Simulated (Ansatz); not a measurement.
# BiTe: the cost of one run

Computed with Ansatz 0.2.0 (DFT PBE, scalar-relativistic, plane waves, PAW, unless a step's input says otherwise).

1 further run of the same task is left out (it didn't finish). Runs told in other sessions of the task aren't counted.

## (1) The structure to begin with

Symmetry: P6_3/mmc, No. 194, hexagonal system. Conventional cell: a = 4.195 Å, b = 4.195 Å, c = 8.712 Å, α = 90.00°, β = 90.00°, γ = 120.00°. Around Bi (site symmetry -6m2) lie 6 Te at 3.26 Å. Te (site symmetry -3m) is surrounded by 6 Bi at 3.26 Å.

Structure file:

```xyz
4
Lattice="4.1949 0.0000 0.0000 -2.0975 3.6329 0.0000 0.0000 0.0000 8.7123" Properties=species:S:1:pos:R:3 pbc="T T T"
Bi    0.0000    2.4219    2.1781
Bi    2.0975    1.2110    6.5342
Te    0.0000    0.0000    0.0000
Te    0.0000    0.0000    4.3561
```

An earlier run at PBE left this cell at 33.194 Å³/atom and 0.02 GPa (8×8×6 mesh).

Volume factors to run: 0.980, 1.020, 0.960, 1.040, 1.070, 1.100, 0.945.

## (2) At 0.980 of the relaxed volume

input.yaml

```yaml
crystal:
  lattice:
    - [4.1667809675, 0.0, 0.0]
    - [-2.0833904837, 3.6085381698, 0.0]
    - [0.0, 0.0, 8.6538222878]
  atoms:
    - { symbol: Bi, position: [0.3333333333, 0.6666666667, 0.25] }
    - { symbol: Bi, position: [0.6666666667, 0.3333333333, 0.75] }
    - { symbol: Te, position: [0.0, 0.0, 0.0] }
    - { symbol: Te, position: [0.0, 0.0, 0.5] }
basis:
  ecutwfc: 420
  ecutrho_ratio: 4
kpoints:
  mp_grid: { grid: [8, 8, 6] }
hamiltonian:
  xc: pbe
scf:
  occupations: { method: gaussian, width: 0.05 }
output:
  forces: true
  stress: true
  eigenvalues: true
relax:
  f_tol: 0.01
  max_steps: 40
  cell: { stress_tol: 0.1, fix: [volume] }
```

The run is started by

```bash
> ansatz run input.yaml --threads 2 --pin off --max-ram 2662MiB --backend cpu --events-out ev --progress --plain --runs-dir out
```

What time and memory should one allow on 2 threads of Arm Neoverse V2, shared host?

About 15 s, with a peak of 0.5 GiB.
